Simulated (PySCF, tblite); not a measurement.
# H2Se3: changes of charge

Aim: compute the changes of charge of H2Se3 (`[SeH][Se][SeH]`).

Programs: tblite 0.8.0 and PySCF 2.14.0, with routines of our own; each step states its level. All values are computed. Atoms count from 0.

## (1) The system as given

5 atoms, charge 0, multiplicity 1; geometry from: start built from the parent or by distance geometry.

## (2) Optimising the geometry with GFN2-xTB

Job settings and geometry (Å):

```
{"job": {"kind": "relax", "xc": "GFN2-xTB", "basis": "xTB"}, "charge": 0, "multiplicity": 1}
Se     0.750300    -0.231700     1.699000
Se    -0.331900     1.118400     0.111300
Se    -0.588800    -0.212900    -1.747500
H      2.097500     0.088800     1.285600
H     -1.909800    -0.756800    -1.382800
```

Run with:

```console
> OMP_NUM_THREADS=1 python redox_run.py task.json out
```

The driver reads the jobs from task.json and runs them one after another.

Standard output:

```text
step      E/eV     max force
  0    -288.20667    0.293
  1    -288.21044    0.219
  2    -288.21421    0.073
  3    -288.21442    0.052
  4    -288.21467    0.020
  5    -288.21468    0.020
  6    -288.21481    0.025
  7    -288.21484    0.024
  8    -288.21487    0.016
  9    -288.21489    0.009
```

It took 0.03 s on 1 thread of Intel Xeon Platinum 8375C at 2.90GHz, shared host.

The steps of the relaxation:

| step | energy from step 0 (eV) | largest force (eV/Å) |
| --- | --- | --- |
| 0 | 0.0000 | 0.2926 |
| 1 | -0.0038 | 0.2185 |
| 2 | -0.0075 | 0.0735 |
| 3 | -0.0078 | 0.0522 |
| 4 | -0.0080 | 0.0204 |
| 5 | -0.0080 | 0.0196 |
| 6 | -0.0081 | 0.0250 |
| 7 | -0.0082 | 0.0239 |
| 8 | -0.0082 | 0.0161 |
| 9 | -0.0082 | 0.0093 |

Close pairs (by a distance rule), those that changed most:

| bond | before (Å) | after (Å) | change (Å) |
| --- | --- | --- | --- |
| Se0–Se1 | 2.348 | 2.316 | -0.032 |
| Se2–H4 | 1.474 | 1.454 | -0.020 |
| Se1–Se2 | 2.301 | 2.316 | +0.015 |
| Se0–H3 | 1.445 | 1.455 | +0.009 |

The next job starts from the end point, and lists it.

## (3) Vibrational analysis with GFN2-xTB

Job settings and geometry (Å):

```
{"job": {"kind": "ir", "xc": "GFN2-xTB", "basis": "xTB"}, "charge": 0, "multiplicity": 1}
Se     0.742595    -0.218511     1.696251
Se    -0.319504     1.110005     0.124472
Se    -0.607538    -0.212183    -1.755267
H      2.105682     0.087100     1.290635
H     -1.903981    -0.760705    -1.390462
```

Standard output:

```text
mode    cm-1     km/mol
  1      96.3      0.41
  2     219.4     12.59
  3     223.9      4.03
  4     228.9     32.25
  5     259.3      0.07
  6     635.2     44.67
  7     642.6      8.66
  8    1968.3     13.93
  9    1981.3    577.56
ZPE 37.415  H(298)-E 55.386  G(298)-E -46.175 kJ/mol  S 340.64 J/(mol K)
```

Run time: 0.12 s. Hardware: 1 thread of Intel Xeon Platinum 8375C at 2.90GHz, shared host.

Which atoms move in the most intense modes:

| cm⁻¹ | km/mol | atoms |
| --- | --- | --- |
| 96 | 0.4 | Se2 38 %, Se0 38 %, Se1 22 % |
| 219 | 12.6 | H4 81 %, H3 15 % |
| 224 | 4.0 | H3 76 %, H4 11 % |
| 229 | 32.2 | Se1 50 %, Se0 20 %, Se2 19 % |
| 635 | 44.7 | H4 63 %, H3 34 % |
| 643 | 8.7 | H3 64 %, H4 35 % |
| 1968 | 13.9 | H3 59 %, H4 40 % |
| 1981 | 577.6 | H4 59 %, H3 40 % |

## (4) Optimising the geometry at PBE0-D3(BJ)/def2-SVP

Job settings and geometry (Å):

```
{"job": {"xc": "PBE0", "basis": "def2-SVP", "d3": "d3bj", "grid": 1, "kind": "geom"}, "charge": 0, "multiplicity": 1}
Se     0.742595    -0.218511     1.696251
Se    -0.319504     1.110005     0.124472
Se    -0.607538    -0.212183    -1.755267
H      2.105682     0.087100     1.290635
H     -1.903981    -0.760705    -1.390462
```

Standard output:

```text
step   0  E = -7204.16057466  max force = 0.008628
step   1  E = -7204.16102824  max force = 0.004462
step   2  E = -7204.16115272  max force = 0.000722
step   3  E = -7204.16115885  max force = 0.000175
optimisation converged
```

Run time: 20 s. Hardware: 1 thread of Intel Xeon Platinum 8375C at 2.90GHz, shared host; peak memory 0.47 GiB.

Step by step:

| step | energy from step 0 (eV) | largest force component (eV/Å) |
| --- | --- | --- |
| 0 | 0.0000 | 0.4437 |
| 1 | -0.0123 | 0.2294 |
| 2 | -0.0157 | 0.0371 |
| 3 | -0.0159 | 0.0090 |

Close pairs (by a distance rule), those that changed most:

| bond | before (Å) | after (Å) | change (Å) |
| --- | --- | --- | --- |
| Se2–H4 | 1.454 | 1.475 | +0.021 |
| Se0–H3 | 1.455 | 1.475 | +0.021 |
| Se0–Se1 | 2.316 | 2.335 | +0.019 |
| Se1–Se2 | 2.316 | 2.329 | +0.013 |

The next job starts from the end point, and lists it.

| at the end point | value |
| --- | --- |
| point group (found at 0.08 Å tolerance) | C2 |
| rotational constants (GHz, main isotopes) | 4.596, 0.892, 0.757 |
| dipole moment (D) | 0.45 |

## (5) Single point (H2Se3): PBE0-D3(BJ)/ma-def2-SVP

Geometry: PBE0-D3(BJ)/def2-SVP.

Job settings and geometry (Å):

```
{"job": {"kind": "sp", "xc": "PBE0", "basis": "ma-def2-SVP", "d3": "d3bj", "grid": 2}, "charge": 0, "multiplicity": 1}
Se     0.792510    -0.337263     1.663260
Se    -0.298990     1.125088     0.206400
Se    -0.671077    -0.078935    -1.751823
H      2.159901    -0.044986     1.192597
H     -1.965547    -0.657694    -1.345145
```

Standard output:

```text
coarse grid: 26944 points
cycle   1  E = -7204.1569777706  dE = -2.469e+00  |g| = 2.406e-01  |ddm| = 2.568e+00
cycle   2  E = -7204.1622317866  dE = -5.254e-03  |g| = 1.661e-01  |ddm| = 3.533e-01
cycle   3  E = -7204.1659304043  dE = -3.699e-03  |g| = 3.082e-02  |ddm| = 1.571e-01
cycle   4  E = -7204.1661322906  dE = -2.019e-04  |g| = 1.107e-02  |ddm| = 5.172e-02
cycle   5  E = -7204.1661667339  dE = -3.444e-05  |g| = 1.606e-03  |ddm| = 1.611e-02
cycle   6  E = -7204.1661676171  dE = -8.832e-07  |g| = 3.263e-04  |ddm| = 3.370e-03
final grid: 49968 points
cycle   7  E = -7204.1661401001  dE = -5.005e-09  |g| = 4.032e-04  |ddm| = 1.255e-03
cycle   8  E = -7204.1661400507  dE =  4.947e-08  |g| = 5.936e-04  |ddm| = 1.434e-03
cycle   9  E = -7204.1661401521  dE = -1.014e-07  |g| = 6.572e-05  |ddm| = 8.179e-04
cycle  10  E = -7204.1661401531  dE = -1.029e-09  |g| = 7.192e-06  |ddm| = 8.952e-05
converged SCF energy = -7204.1661401531
```

Run time: 3.2 s. Hardware: 1 thread of Intel Xeon Platinum 8375C at 2.90GHz, shared host; peak memory 0.49 GiB.

## (6) Single point (H₂Se₃+ (doublet)): PBE0-D3(BJ)/ma-def2-SVP

Geometry: PBE0-D3(BJ)/def2-SVP, that of another charge or spin state.

Job settings and geometry (Å):

```
{"job": {"kind": "sp", "xc": "PBE0", "basis": "ma-def2-SVP", "d3": "d3bj", "grid": 2}, "charge": 1, "multiplicity": 2}
Se     0.792510    -0.337263     1.663260
Se    -0.298990     1.125088     0.206400
Se    -0.671077    -0.078935    -1.751823
H      2.159901    -0.044986     1.192597
H     -1.965547    -0.657694    -1.345145
```

Standard output:

```text
final grid: 49968 points
cycle   1  E = -7203.8331910160  dE = -3.029e-10  |g| = 1.462e-05  |ddm| = 6.462e-05
converged SCF energy = -7203.8331910160
```

Wall time 38 s (1 thread of Intel Xeon Platinum 8375C at 2.90GHz, shared host); peak memory 0.52 GiB.

## (7) Optimising the geometry with GFN2-xTB

This step treats H₂Se₃+ (doublet), labelled `[SeH][Se][SeH+]` (the label fixes atoms and charge, not where charge and spin sit).

Job settings and geometry (Å):

```
{"job": {"kind": "relax", "xc": "GFN2-xTB", "basis": "xTB"}, "charge": 1, "multiplicity": 2}
Se     0.808800    -0.343400     1.658000
Se    -0.309700     1.133700     0.183400
Se    -0.653600    -0.086500    -1.748600
H      2.157400    -0.030400     1.172000
H     -1.968800    -0.661500    -1.333800
```

Standard output:

```text
step      E/eV     max force
  0    -274.82629    0.509
  1    -274.83371    0.351
  2    -274.84119    0.134
  3    -274.84189    0.114
  4    -274.84587    0.200
  5    -274.84729    0.229
  6    -274.85193    0.401
  7    -274.85860    0.283
  8    -274.87070    0.224
  9    -274.88091    0.242
 10    -274.88536    0.220
 11    -274.89207    0.259
 12    -274.90387    0.391
 13    -274.92445    0.592
 14    -274.95597    0.734
 15    -274.99175    0.759
 16    -275.03698    0.828
 17    -275.05436    0.821
 18    -275.08555    0.704
 19    -275.10453    0.464
 20    -275.11661    0.440
 21    -275.17755    0.678
 22    -275.20895    0.661
 23    -275.24455    0.626
 24    -275.24577    0.938
 25    -275.27800    0.522
 26    -275.29390    0.150
 27    -275.30145    0.134
 28    -275.30680    0.153
 29    -275.30909    0.165
 30    -275.31206    0.176
 31    -275.31558    0.212
 32    -275.32278    0.301
 33    -275.33383    0.367
 34    -275.34340    0.402
 35    -275.32195    0.812
 36    -275.35281    0.244
 37    -275.35486    0.120
 38    -275.35594    0.115
 39    -275.35659    0.102
 40    -275.35749    0.085
 41    -275.35872    0.077
 42    -275.35978    0.054
 43    -275.36037    0.032
 44    -275.36056    0.029
 45    -275.36071    0.035
 46    -275.36088    0.039
 47    -275.36100    0.030
 48    -275.36106    0.014
 49    -275.36108    0.015
 50    -275.36110    0.016
 51    -275.36115    0.024
 52    -275.36127    0.038
 53    -275.36152    0.049
 54    -275.36178    0.032
 55    -275.36187    0.014
 56    -275.36190    0.009
```

Wall time 0.21 s (1 thread of Intel Xeon Platinum 8375C at 2.90GHz, shared host).

The steps of the relaxation: (not every step is listed)

| step | energy from step 0 (eV) | largest force (eV/Å) |
| --- | --- | --- |
| 0 | 0.0000 | 0.5094 |
| 1 | -0.0074 | 0.3511 |
| 2 | -0.0149 | 0.1344 |
| 3 | -0.0156 | 0.1140 |
| 4 | -0.0196 | 0.1996 |
| 5 | -0.0210 | 0.2290 |
| 6 | -0.0256 | 0.4014 |
| 7 | -0.0323 | 0.2827 |
| 8 | -0.0444 | 0.2244 |
| 12 | -0.0776 | 0.3911 |
| 16 | -0.2107 | 0.8277 |
| 20 | -0.2903 | 0.4401 |
| 24 | -0.4195 | 0.9379 |
| 28 | -0.4805 | 0.1533 |
| 32 | -0.4965 | 0.3010 |
| 36 | -0.5265 | 0.2445 |
| 40 | -0.5312 | 0.0855 |
| 44 | -0.5343 | 0.0289 |
| 48 | -0.5348 | 0.0136 |
| 51 | -0.5349 | 0.0243 |
| 52 | -0.5350 | 0.0384 |
| 53 | -0.5352 | 0.0491 |
| 54 | -0.5355 | 0.0322 |
| 55 | -0.5356 | 0.0145 |
| 56 | -0.5356 | 0.0091 |

Distances of close pairs at the start and the end, largest changes first:

| bond | before (Å) | after (Å) | change (Å) |
| --- | --- | --- | --- |
| Se0–Se1 | 2.368 | 2.307 | -0.061 |
| Se2–H4 | 1.494 | 1.453 | -0.042 |
| Se0–H3 | 1.467 | 1.453 | -0.014 |
| Se1–Se2 | 2.311 | 2.308 | -0.003 |

The end geometry stands in the next job.

## (8) Harmonic vibrations with GFN2-xTB

Job settings and geometry (Å):

```
{"job": {"kind": "ir", "xc": "GFN2-xTB", "basis": "xTB"}, "charge": 1, "multiplicity": 2}
Se     1.298588    -0.561203     1.337428
Se     0.030540     0.692880    -0.126611
Se    -1.334506    -0.873631    -1.130304
H      2.021894     0.613172     1.793868
H     -1.982475     0.140697    -1.943463
```

Standard output:

```text
mode    cm-1     km/mol
  1      83.2      0.01
  2     112.3      0.02
  3     179.8     48.68
  4     261.7      0.56
  5     268.5      4.65
  6     629.8      4.10
  7     681.1      9.02
  8    2001.8    130.51
  9    2014.2    106.47
ZPE 37.278  H(298)-E 55.777  G(298)-E -48.986 kJ/mol  S 351.37 J/(mol K)
```

Run time: 0.13 s. Hardware: 1 thread of Intel Xeon Platinum 8375C at 2.90GHz, shared host.

Which atoms move in the most intense modes:

| cm⁻¹ | km/mol | atoms |
| --- | --- | --- |
| 180 | 48.7 | H3 51 %, H4 48 % |
| 262 | 0.6 | Se1 45 %, Se2 27 %, Se0 26 % |
| 268 | 4.7 | Se1 55 %, Se0 23 %, Se2 22 % |
| 630 | 4.1 | H4 49 %, H3 49 % |
| 681 | 9.0 | H3 49 %, H4 48 % |
| 2002 | 130.5 | H3 55 %, H4 43 % |
| 2014 | 106.5 | H4 55 %, H3 43 % |

## (9) Optimising the geometry at PBE0-D3(BJ)/def2-SVP

This step treats H₂Se₃+ (doublet), labelled `[SeH][Se][SeH+]` (the label fixes atoms and charge, not where charge and spin sit).

Job settings and geometry (Å):

```
{"job": {"xc": "PBE0", "basis": "def2-SVP", "d3": "d3bj", "grid": 1, "kind": "geom"}, "charge": 1, "multiplicity": 2}
Se     1.298588    -0.561203     1.337428
Se     0.030540     0.692880    -0.126611
Se    -1.334506    -0.873631    -1.130304
H      2.021894     0.613172     1.793868
H     -1.982475     0.140697    -1.943463
```

Standard output:

```text
step   0  E = -7203.85420117  max force = 0.017036
step   1  E = -7203.85558504  max force = 0.009489
step   2  E = -7203.85612589  max force = 0.001789
step   3  E = -7203.85623694  max force = 0.000439
step   4  E = -7203.85626491  max force = 0.000357
step   5  E = -7203.85573207  max force = 0.006681
step   6  E = -7203.85640786  max force = 0.003294
step   7  E = -7203.85649610  max force = 0.002749
step   8  E = -7203.85667256  max force = 0.001513
step   9  E = -7203.85676047  max force = 0.001377
step  10  E = -7203.85679381  max force = 0.000596
step  11  E = -7203.85679071  max force = 0.000474
step  12  E = -7203.85680089  max force = 0.000591
step  13  E = -7203.85682546  max force = 0.000563
step  14  E = -7203.85684346  max force = 0.000394
step  15  E = -7203.85686008  max force = 0.000279
step  16  E = -7203.85687507  max force = 0.000200
optimisation converged
```

Run time: 2.2 min. Hardware: 1 thread of Intel Xeon Platinum 8375C at 2.90GHz, shared host; peak memory 0.51 GiB.

The steps of the relaxation: (the energy doesn't fall at every step)

| step | energy from step 0 (eV) | largest force component (eV/Å) |
| --- | --- | --- |
| 0 | 0.0000 | 0.8760 |
| 1 | -0.0377 | 0.4879 |
| 2 | -0.0524 | 0.0920 |
| 3 | -0.0554 | 0.0226 |
| 4 | -0.0562 | 0.0184 |
| 5 | -0.0417 | 0.3436 |
| 6 | -0.0600 | 0.1694 |
| 7 | -0.0624 | 0.1414 |
| 8 | -0.0672 | 0.0778 |
| 9 | -0.0696 | 0.0708 |
| 10 | -0.0705 | 0.0306 |
| 11 | -0.0705 | 0.0244 |
| 12 | -0.0707 | 0.0304 |
| 13 | -0.0714 | 0.0290 |
| 14 | -0.0719 | 0.0203 |
| 15 | -0.0724 | 0.0143 |
| 16 | -0.0728 | 0.0103 |

Close pairs (by a distance rule), those that changed most:

| bond | before (Å) | after (Å) | change (Å) |
| --- | --- | --- | --- |
| Se2–H4 | 1.453 | 1.479 | +0.027 |
| Se0–H3 | 1.453 | 1.479 | +0.027 |
| Se0–Se1 | 2.307 | 2.303 | -0.004 |
| Se1–Se2 | 2.308 | 2.304 | -0.004 |

The next job starts from the end point, and lists it.

| at the end point | value |
| --- | --- |
| rotational constants (GHz, main isotopes) | 4.041, 1.028, 0.822 |
| ⟨S²⟩ | 0.754 |

[end of part 1 of 2]
